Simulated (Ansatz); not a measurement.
Working through a rigid torsion scan of FH3NOSi, SMILES N[Si](O)F

With Ansatz 0.2.0 through its Python package.

Run as a notebook:

```python
import ansatz
from ase import Atoms

atoms = Atoms(["N", "Si", "O", "F", "H", "H", "H"], positions=[
    (-0.3701, 1.1497, 0.3017),
    (0.0974, -0.3198, 0.845),
    (1.2213, -0.683, -0.2939),
    (-1.0486, -1.2881, 0.5254),
    (0.2995, 1.5233, -0.3675),
    (-1.2403, 1.0493, -0.2886),
    (1.102, -1.4995, -0.7678),
])

# start the scan from a relaxed geometry
first = (
    ansatz.Crystal.molecule_from_ase(atoms).calculation()
    .basis(gaussian="def2-SVP")
    .functional("b3lyp", dispersion="d3bj")
    .spin("collinear", total=1)
    .relax(force_tolerance=0.02, max_steps=80)
)
atoms.positions = first.run(threads=1, pin="off").report["positions_ang"]
```

```python
start = atoms.get_dihedral(2, 1, 0, 4)
energies = {}
for turn in range(0, 360, 40):
    turned = atoms.copy()
    turned.set_dihedral(2, 1, 0, 4, start + turn, indices=[0, 4, 5])
    calculation = (
        ansatz.Crystal.molecule_from_ase(turned).calculation()
        .basis(gaussian="def2-SVP")
        .functional("b3lyp", dispersion="d3bj")
        .spin("collinear", total=1)
    )
    energies[round((start + turn) % 360)] = calculation.run(threads=1, pin="off").report["free_energy_ev"]
floor = min(energies.values())
print("dihedral O2-Si1-N0-H4 (deg)   E - E(min) (kJ/mol)")
for angle, e in sorted(energies.items()):
    print(f"{angle:8d} {96.485332 * (e - floor):14.3f}  " + "#" * int(30 * (e - floor) / max(max(energies.values()) - floor, 1e-9)))
```

    dihedral O2-Si1-N0-H4 (deg)   E - E(min) (kJ/mol)
          28         17.945  ##############################
          68         16.153  ###########################
         108          7.620  ############
         148          7.363  ############
         188         15.747  ##########################
         228         17.477  #############################
         268          6.394  ##########
         308          0.000
         348          6.615  ###########

What to keep in mind:
- The scan is rigid and the energies are electronic, in a modest basis. With rigid groups the curve can differ much from the relaxed path, the start wasn't checked as a minimum of this torsion, and equivalent turns needn't return to the same energy.
- The species is open-shell (spin multiplicity 2).
- b3lyp holds the VWN-RPA fit, as in Gaussian; the form of ORCA and Turbomole is b3lyp5.
- It ran for 87 s on 1 thread of Arm Neoverse V2 (shared host), peak memory 0.26 GiB.
